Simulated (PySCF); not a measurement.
# Solver options tried on CdH⁻

Do solver options change the result for CdH⁻, or only the number of cycles?

Method: each script names its method and basis; program: PySCF 2.14.0.

4 further runs of the same task are left out: 1 for a known fault of the program, 3 that didn't finish.

## 1. Starting geometry

CdH⁻: 2 atoms, charge -1, spin multiplicity 1.

Bond lengths: Cd1–H2 1.638 Å.

## 2. The run that the others are compared with

input.py reads:

```python
from pyscf import gto, dft

mol = gto.M(
    atom='Cd 0 0 0; H 0 0 1.638',
    basis='def2-svp',
    ecp={'Cd': 'def2-svp'},
    charge=-1,
    spin=0,
    symmetry=True,
    verbose=4,
)
mf = dft.RKS(mol, xc='pbe')
mf.kernel()
mf.dip_moment()
print('orbital energies (hartree):', mf.mo_energy[..., max(0, mol.nelec[1]-3):mol.nelec[0]+3].round(4))
```

On the command line:

```sh
> python input.py
```

Its log is not repeated here.

Base result: E(SCF) = -168.284041 Eh, 10 cycles.

The bond length is a typed value, not an optimised one. The dipole of an ion depends on the origin.

## 3. Convergence threshold 1e-05 hartree

Variant 1 changes convergence threshold: default → 1e-05 hartree.

input.py reads:

```python
from pyscf import gto, dft

mol = gto.M(
    atom='Cd 0 0 0; H 0 0 1.638',
    basis='def2-svp',
    ecp={'Cd': 'def2-svp'},
    charge=-1,
    spin=0,
    symmetry=True,
    verbose=4,
)
mf = dft.RKS(mol, xc='pbe')
mf.conv_tol = 1e-05
mf.kernel()
mf.dip_moment()
print('orbital energies (hartree):', mf.mo_energy[..., max(0, mol.nelec[1]-3):mol.nelec[0]+3].round(4))
```

On the command line:

```sh
> python input.py
```

## 4. Point-group symmetry off

Variant 2 changes point-group symmetry: on → off.

Changes to input.py since step 2:

```diff
@@ -8,3 +8,2 @@
     spin=0,
-    symmetry=True,
     verbose=4,
```

## 5. Damping 0.2

Variant 3 changes damping: none → 0.2.

Changes to input.py since step 2:

```diff
@@ -12,2 +12,4 @@
 mf = dft.RKS(mol, xc='pbe')
+mf.damp = 0.2
+mf.diis_start_cycle = 8
 mf.kernel()
```

What does the calculation give? Wanted: for each run, E(SCF); from base; gap.

As calculated:

```csv
run,E(SCF) (hartree),from base (eV),cycles,gap (eV)
base,-168.284041,0,10,1.45
convergence threshold 1e-05 hartree,-168.284040,0.0000,7,1.45
point-group symmetry off,-168.284041,0.0000,10,1.45
damping 0.2,-168.284041,0.0000,18,1.45
```

Distance from each run's final energy (log10 hartree) by cycle:

```csv
run,cycle 1,cycle 2,cycle 3,cycle 5,cycle 8,cycle 12
base,0.0,1.2,-2.0,-3.7,-8.2,done
convergence threshold 1e-05 hartree,0.0,1.2,-2.0,-3.7,done,done
point-group symmetry off,0.0,1.2,-2.0,-3.7,-8.2,done
damping 0.2,0.0,0.1,-0.2,-0.3,0.9,-3.1
```

In words: The highest filled level of this anion is positive: the basis lacks diffuse functions or the electron is not bound, so these numbers hang on the basis. The SCF energy stays the same, to the digits that matter, with convergence threshold 1e-05 hartree or point-group symmetry off or damping 0.2. The base needs 10 cycles and the run with damping 0.2 needs 18.
